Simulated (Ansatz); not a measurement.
# CH2Ga (doublet): the correlation ladder, cc-pVTZ

An exercise on one series of results from a longer session: the logs are not shown, and one member is left open.

The runs use Ansatz 0.2.0, Gaussian basis; cc-pVTZ, core rule «outside noble gas», up to 15 orbitals frozen.

The runs, in order: UHF; CCSD(T) on ROHF; CCSD(T) on UHF; BCCD(T) on ROHF; CCSDT(Q) on ROHF; CCSDT(Q) on UHF; CASSCF and MRCISD+Q, 9 electrons in 10 orbitals; CASSCF and NEVPT2, 9 electrons in 10 orbitals.

8 further runs of the same task are left out: 3 for a known fault of the program, 5 set aside as unsound or not needed.

### The geometry

The geometry is a PBE0/def2-TZVP stationary point (not a proven minimum) of the parent state, kept for this charge and spin. No spin-orbit coupling is included. The filled d shell of Ga may be among the frozen orbitals whatever the setting's name suggests; the logs give the count.

4 atoms, charge 0, spin multiplicity 2.

Atoms are counted from 1 here; the program's logs count them from 0.

Bond lengths: C1–Ga2 1.951 Å, Ga2–H3 1.561 Å, Ga2–H4 1.561 Å. Angles: C1–Ga2–H3 115.9°, C1–Ga2–H4 115.9°, H3–Ga2–H4 128.2°.

The first run:

File in.yaml:

```yaml
crystal:
  periodic: [false, false, false]
  atoms:
    - {symbol: C, position_ang: [0.000000, 0.000000, 1.687532]}
    - {symbol: Ga, position_ang: [0.000000, 0.000000, -0.263371]}
    - {symbol: H, position_ang: [0.000000, -1.404653, -0.945221]}
    - {symbol: H, position_ang: [0.000000, 1.404653, -0.945221]}
basis:
  gaussian: {orbitals: cc-pVTZ}
magnetization: {spin_polarized: true, initial_magnetization: 1}
hamiltonian: {xc: hf}
output: {orbitals: {seedname: orbitals}}
```

Run with:

```sh
$ ansatz run in.yaml --threads 1 --pin off --events-out ev --progress --plain --max-ram 2560MiB --backend cpu
```

Steps of the session up to this table: UHF; CCSD(T) on ROHF; CCSD(T) on UHF; BCCD(T) on ROHF; CCSDT(Q) on ROHF; CCSDT(Q) on UHF; CASSCF and MRCISD+Q, 9 electrons in 10 orbitals; CASSCF and NEVPT2, 9 electrons in 10 orbitals.

One table of the session follows, with a row left open; its other results are not shown here.

```
          method  from RCCSDT(Q) (meV)
            ROHF               +6030.6
             UHF               +5452.3
            RMP2               +1285.9
            UMP2               +1231.8
           RCCSD                +239.6
           UCCSD                +157.2
        RCCSD(T)                 +50.8
        UCCSD(T)                 -46.7
         BCCD(T)                     ?
          RCCSDT                  +9.4
          UCCSDT                 +16.0
       RCCSDT(Q)                     0
       UCCSDT(Q)                  -0.5
  CASSCF valence               +3789.0
  NEVPT2 valence                +926.1
  MRCISD valence                +232.8
MRCISD+Q valence                 +12.5
```

Estimate the missing values for BCCD(T).

**Answer.** from RCCSDT(Q) (meV): +50.4. In the column «from RCCSDT(Q) (meV)» it lies between UCCSDT (+16.0) and RCCSD(T) (+50.8).

The program flags UCCSD(T) as in doubt (see the logs), so those rows may rest on another solution; read them beside their warnings.

To keep in mind: The determinant is far from a pure spin state, so its energy mixes those of several spin states (harmless only where they are near-degenerate, as at dissociation). The program flags UCCSD(T) as in doubt, so those rows may rest on another solution; read them beside their warnings. Restricted and unrestricted rows rest on different reference determinants; where their highest levels disagree by more than a few hundredths of an eV, they describe different states and don't form one ladder.
